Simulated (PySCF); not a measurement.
# Ti²⁺, Ti³⁺: ionisation energy in pcseg-2

Aim: the ionisation energy of titanium from differences of total energies, at each level of theory, and how far each lands from the tabulated value where there is one.

Program: PySCF 2.14.0. Level of theory: unrestricted determinants in a Gaussian basis, no spin-orbit coupling in the energies. These are calculated values, not measurements, unless marked.

**1. The atom as given**

* Element: titanium (Z = 22)
* Basis: pcseg-2
* Hamiltonian: no relativity, point nucleus
* State 1: Ti²⁺: [Ar] 3d2, high-spin 3F determinant
* State 2: Ti³⁺: [Ar] 3d1, 2D determinant
* Methods: UHF, B3LYP, BP86, MP2
* Core shells frozen in the correlated runs: valence: [Ar] (for Ti²⁺)

Outer shells as boxes (Hund's rule):

Ti2+ [Ar] 3d2
```
[Ar] core
3d [↑ ][↑ ][  ][  ][  ]
```

Ti3+ [Ar] 3d1
```
[Ar] core
3d [↑ ][  ][  ][  ][  ]
```

One driver process ran all states and methods and kept the integrals in memory. Each run is shown as a PySCF script that sums up its settings (the driver passes frozen orbitals as a list and adds second-order terms of double hybrids); the logs are those of the runs themselves. The driver starts from symmetry-adapted Hartree-Fock orbitals, holds the occupation by maximum overlap and uses a logarithmic radial grid for functionals, so a plain start would take other cycles.

The driver's launch:

```bash
$ OMP_NUM_THREADS=1 python atomrun2.py TASK.json OUT
```

The integrals over 56 functions and the set-up took 0.35 s of CPU time.

**2. Ti²⁺: the ladder of methods**

**UHF**

Input file input.py:

```python
from pyscf import gto, scf, dft, mp, cc
import basis_set_exchange as bse
mol = gto.M(atom="Ti 0 0 0", charge=2, spin=2, symmetry="D2h",
            basis=gto.basis.parse(bse.get_basis("pcseg-2", elements=["Ti"], fmt="nwchem", header=False)))
mf = scf.UHF(mol)
mf.irrep_nelec = {'Ag': (4, 3), 'B1g': (1, 0), 'B1u': (2, 2), 'B2u': (2, 2), 'B3u': (2, 2)}
mf.kernel()
```

**B3LYP**

Changes to input.py:

```diff
@@ -4,3 +4,3 @@
             basis=gto.basis.parse(bse.get_basis("pcseg-2", elements=["Ti"], fmt="nwchem", header=False)))
-mf = scf.UHF(mol)
+mf = dft.UKS(mol, xc="B3LYP")
 mf.irrep_nelec = {'Ag': (4, 3), 'B1g': (1, 0), 'B1u': (2, 2), 'B2u': (2, 2), 'B3u': (2, 2)}
```

**BP86**

Changes to input.py:

```diff
@@ -4,3 +4,3 @@
             basis=gto.basis.parse(bse.get_basis("pcseg-2", elements=["Ti"], fmt="nwchem", header=False)))
-mf = dft.UKS(mol, xc="B3LYP")
+mf = dft.UKS(mol, xc="B88,P86")
 mf.irrep_nelec = {'Ag': (4, 3), 'B1g': (1, 0), 'B1u': (2, 2), 'B2u': (2, 2), 'B3u': (2, 2)}
```

**MP2 (valence)**

Changes to input.py:

```diff
@@ -4,4 +4,5 @@
             basis=gto.basis.parse(bse.get_basis("pcseg-2", elements=["Ti"], fmt="nwchem", header=False)))
-mf = dft.UKS(mol, xc="B88,P86")
+mf = scf.UHF(mol)
 mf.irrep_nelec = {'Ag': (4, 3), 'B1g': (1, 0), 'B1u': (2, 2), 'B2u': (2, 2), 'B3u': (2, 2)}
 mf.kernel()
+mp.UMP2(mf, frozen=9).kernel()
```

**3. Ti³⁺**

**UHF**

Input file input.py:

```python
from pyscf import gto, scf, dft, mp, cc
import basis_set_exchange as bse
mol = gto.M(atom="Ti 0 0 0", charge=3, spin=1, symmetry="D2h",
            basis=gto.basis.parse(bse.get_basis("pcseg-2", elements=["Ti"], fmt="nwchem", header=False)))
mf = scf.UHF(mol)
mf.irrep_nelec = {'Ag': (3, 3), 'B1g': (1, 0), 'B1u': (2, 2), 'B2u': (2, 2), 'B3u': (2, 2)}
mf.kernel()
```

**B3LYP**

Changes to input.py:

```diff
@@ -4,3 +4,3 @@
             basis=gto.basis.parse(bse.get_basis("pcseg-2", elements=["Ti"], fmt="nwchem", header=False)))
-mf = scf.UHF(mol)
+mf = dft.UKS(mol, xc="B3LYP")
 mf.irrep_nelec = {'Ag': (3, 3), 'B1g': (1, 0), 'B1u': (2, 2), 'B2u': (2, 2), 'B3u': (2, 2)}
```

**BP86**

Changes to input.py:

```diff
@@ -4,3 +4,3 @@
             basis=gto.basis.parse(bse.get_basis("pcseg-2", elements=["Ti"], fmt="nwchem", header=False)))
-mf = dft.UKS(mol, xc="B3LYP")
+mf = dft.UKS(mol, xc="B88,P86")
 mf.irrep_nelec = {'Ag': (3, 3), 'B1g': (1, 0), 'B1u': (2, 2), 'B2u': (2, 2), 'B3u': (2, 2)}
```

Q: Predict the outcome of this session.

As calculated:

| quantity | value |
| --- | --- |
| ionisation energy, Ti²⁺ | UHF 26.674, MP2 (valence) 26.785 eV; reference 27.492 |

What this shows: The methods span 1.457 eV, from UHF (26.674) to B3LYP (28.132). The reference is uncertain or not like for like (spin-orbit coupling or other relativistic terms), so no ranking of close methods is drawn. The basis is finite, and no extrapolation was made.
